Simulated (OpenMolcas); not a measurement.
# UM06-HF/ANO-S-MB (PCM acetone, population LoProp) run of CH4Ga (SMILES [CH3][GaH])

What is the vertical doublet–quartet gap of CH4Ga at UM06-HF/ANO-S-MB (PCM acetone, population LoProp)? 

Program for the calculation: OpenMolcas 26.06.

8 further runs of the same task are left out: 8 set aside as unsound or not needed.

### 1 The molecule

The species is CH4Ga (6 atoms), meant as a doublet with charge 0. As SMILES, `[CH3][GaH]`. The shape is that of a PBE0-D4/def2-TZVP optimisation.

Bond lengths: C1–Ga2 1.990 Å, C1–H3 1.089 Å, C1–H4 1.095 Å, C1–H5 1.094 Å, Ga2–H6 1.603 Å. Angles: C1–Ga2–H6 119.3°, Ga2–C1–H3 113.1°, Ga2–C1–H4 108.5°, Ga2–C1–H5 108.8°, H3–C1–H4 109.1°, H3–C1–H5 109.3°, H4–C1–H5 107.8°.

### 2 The charge distribution at UM06-HF/ANO-S-MB (PCM acetone, population LoProp)

Input file calc.input:

```
&GATEWAY
 XBAS
 C.ANO-S-MB
 Ga.ANO-S-MB
 H.ANO-S-MB
 End of Basis
 ZMAT
 C1
 Ga2 1 1.989845
 H3 1 1.088881 2 113.10763
 H4 1 1.094527 3 109.13126 2 -120.89975
 H5 1 1.094245 3 109.31474 4 -117.70934
 H6 2 1.602646 1 119.26959 3 177.57156
 End of ZMAT
 RF-Input
 PCM-Model
 Solvent=acetone
 End of RF-Input

&SEWARD

&SCF
 UHF
 Spin=2
 KSDFT=M06HF
 PrOrbitals=1 2

&LOPROP
 NoField
```

Run with:

```bash
$ export MOLCAS_MEM=1860
$ pymolcas calc.input > calc.log
```

The program printed:

```text
--- Start Module: gateway ---
[...]
--- Stop Module: gateway /rc=_RC_ALL_IS_WELL_ ---
[...]
      Basis functions           27
[...]
--- Start Module: scf ---
[...]
       Convergence after  10 Iterations
[...]
::    Total KS-DFT energy                           -1965.2936892137
[...]
      Total spin, S                                     0.5002623870
[...]
      Total electronic charge=   41.000000
      Total            charge=   -0.000000
[...]
      Dipole Moment (debye):
      Origin of the operator (angstrom)=   -0.0175    0.0006    1.6339
                   X=  7.8026E-01               Y= -3.8334E-02               Z=  2.9472E-01           Total=  8.3495E-01
      Quadrupole Moment (debye*angstrom):
[...]
--- Stop Module: scf /rc=_RC_ALL_IS_WELL_ ---
[...]
--- Start Module: loprop ---
[...]
--- Stop Module: loprop /rc=_RC_ALL_IS_WELL_ ---
[...]
```

Run time: 6.6 s. Hardware: 1 thread of Arm Neoverse V2, shared host; peak memory 0.37 GiB.

Atomic charges (e):

```
atom  Mulliken  program's own
  C1    -1.057         -0.755
 Ga2    +0.635         +0.436
  H3    +0.187         +0.139
  H4    +0.185         +0.143
  H5    +0.185         +0.143
  H6    -0.135         -0.107
```

### 3 The quartet

Input file calc.inp:

```
* CH4Ga Kohn-Sham DFT
>>> EXPORT MOLCAS_PRINT=2

&GATEWAY
 XBAS
 C.ANO-S-MB
 Ga.ANO-S-MB
 H.ANO-S-MB
 End of Basis
 ZMAT
 C1
 Ga2 1 1.989845
 H3 1 1.088881 2 113.10763
 H4 1 1.094527 3 109.13126 2 -120.89975
 H5 1 1.094245 3 109.31474 4 -117.70934
 H6 2 1.602646 1 119.26959 3 177.57156
 End of ZMAT
 RF-Input
 PCM-Model
 Solvent=acetone
 End of RF-Input

&SEWARD

&SCF
 UHF
 Spin = 4
 KSDFT = M06HF
 PrOrbitals = 1 2

&LOPROP
 NoField
```

Run with:

```bash
$ export MOLCAS_MEM=1860
$ pymolcas calc.inp > calc.log
```

The program printed:

```text
--- Start Module: gateway ---
[...]
--- Stop Module: gateway /rc=_RC_ALL_IS_WELL_ ---
[...]
      Basis functions           27
[...]
--- Start Module: scf ---
[...]
       Convergence after  17 Iterations
[...]
::    Total KS-DFT energy                           -1965.1145616564
[...]
      Total spin, S                                     1.5012646033
[...]
      Total electronic charge=   41.000000
      Total            charge=   -0.000000
[...]
      Dipole Moment (debye):
      Origin of the operator (angstrom)=   -0.0175    0.0006    1.6339
                   X= -1.9592E+00               Y=  6.8927E-02               Z=  9.6566E-02           Total=  1.9628E+00
      Quadrupole Moment (debye*angstrom):
[...]
--- Stop Module: scf /rc=_RC_ALL_IS_WELL_ ---
[...]
--- Start Module: loprop ---
[...]
--- Stop Module: loprop /rc=_RC_ALL_IS_WELL_ ---
[...]
```

Wall time 9.3 s (1 thread of Arm Neoverse V2, shared host); peak memory 0.37 GiB.

Atomic charges (e):

```
atom  Mulliken  program's own
  C1    -0.976         -0.638
 Ga2    +0.155         -0.055
  H3    +0.225         +0.171
  H4    +0.222         +0.163
  H5    +0.222         +0.163
  H6    +0.152         +0.195
```

### 4 Outcome

Level: UM06-HF/ANO-S-MB (PCM acetone, population LoProp).

```
                                        quantity           value
                           doublet: total energy  -1965.29369 Eh
                          doublet: dipole moment          0.83 D
     doublet: HOMO energy (highest over α and β)        -8.25 eV
      doublet: LUMO energy (lowest over α and β)        -1.68 eV
                                   doublet: ⟨S²⟩           0.751
                           quartet: total energy  -1965.11456 Eh
                          quartet: dipole moment          1.96 D
     quartet: HOMO energy (highest over α and β)        -6.34 eV
      quartet: LUMO energy (lowest over α and β)        -5.64 eV
                                   quartet: ⟨S²⟩           3.755
vertical energy of the quartet above the doublet        4.874 eV
```

**Reading.** This program's gradients are faulty for this kind of reference, so any forces in the log (quartet) can't be trusted; the energy can. This program's gradients are faulty for this kind of reference, so any forces in the log (doublet) can't be trusted; the energy can. At this shape the quartet lies 4.87 eV (470 kJ/mol) above the doublet. In a minimal basis such a difference can be off by several eV, whatever the method. Mulliken charges (quartet) run from -0.98 on C1 to +0.23 on H3.
